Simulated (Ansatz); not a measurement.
HgF3 in Ansatz: convergence with k mesh

Input of the first run (k mesh 3 × 3 × 3); the others differ in this setting and in those tied to it:

The input input.yaml:

```yaml
crystal:
  lattice:
    - [0.0, 2.863171, 2.863171]
    - [2.863171, 0.0, 2.863171]
    - [2.863171, 2.863171, 0.0]
  atoms:
    - { symbol: Hg, position: [0.012583, 0.000228, -0.008432] }
    - { symbol: F, position: [0.499364, 0.494533, 0.510397] }
    - { symbol: F, position: [0.762758, 0.735703, 0.737692] }
    - { symbol: F, position: [0.263678, 0.248745, 0.237708] }
hamiltonian:
  xc: r2scan
  pseudopotentials: { kind: paw, level: accurate }
kpoints:
  mp_grid: { grid: [3, 3, 3] }
scf:
  occupations: { method: gaussian, width: 0.1 }
output:
  forces: true
  stress: true
  eigenvalues: true
```

Potentials or basis: Ansatz PAW earlier set.

The run is started by

```sh
$ ansatz run input.yaml --threads 2 --pin off --max-ram 5632MiB --backend cpu --events-out ev --progress --plain --runs-dir out
```

The cell isn't the ideal one: atoms moved at random, drawn with an rms of 0.05 Å.

The cell comes from a database or a generator and needn't be the stable form of this composition.

Hardware: 2 threads of Arm Neoverse V1, with other jobs on the host.

Q: The values tried are 3 × 3 × 3, 4 × 4 × 4, 5 × 5 × 5, 6 × 6 × 6, 7 × 7 × 7, 9 × 9 × 9, 11 × 11 × 11, 13 × 13 × 13, loosest first. From which on does the energy stay within 1 meV/atom of the tightest run that finished?

A: From 6 × 6 × 6 on.

```
      k mesh  energy less the tightest run, at zero smearing (meV/atom)  pressure (GPa)  largest force (eV/Å)  SCF cycles  CPU time (s)  peak memory (GiB)
   3 × 3 × 3                                                      -3.30           -5.02                 0.211          11            27                0.8
   4 × 4 × 4                                                      -6.52           -5.08                 0.215          10            43               0.85
   5 × 5 × 5                                                      -3.69           -5.01                 0.200          10            67               0.91
   6 × 6 × 6                                                      -0.74           -4.87                 0.193          10           110                1.1
   7 × 7 × 7                                                       0.55           -4.79                 0.192          11           160                1.3
   9 × 9 × 9                                                       0.36           -4.80                 0.195          10           320                  2
11 × 11 × 11                                                      -0.03           -4.82                 0.196          10           590                3.1
13 × 13 × 13                                                       0.00           -4.82                 0.196          10           930                4.8
```

Against the tightest run, the pressure stays within 0.1 GPa from 6 × 6 × 6 on; the largest force stays within 0.005 eV/Å from 5 × 5 × 5 on. Meshes of other sizes hit other points, so gaps and Fermi surfaces needn't settle smoothly. The tightest run that finished is the yardstick and may itself not be fully converged.

Caveat, for the tightest run too: an odd number of electrons without spin polarisation forces a metal; a magnetic or distorted state may lie lower; the PAW data sets come from PBE, with cores solved anew for the run's functional, which leaves a small shift of forces and pressure. Spin-orbit coupling is left out, which matters for the levels of Hg.
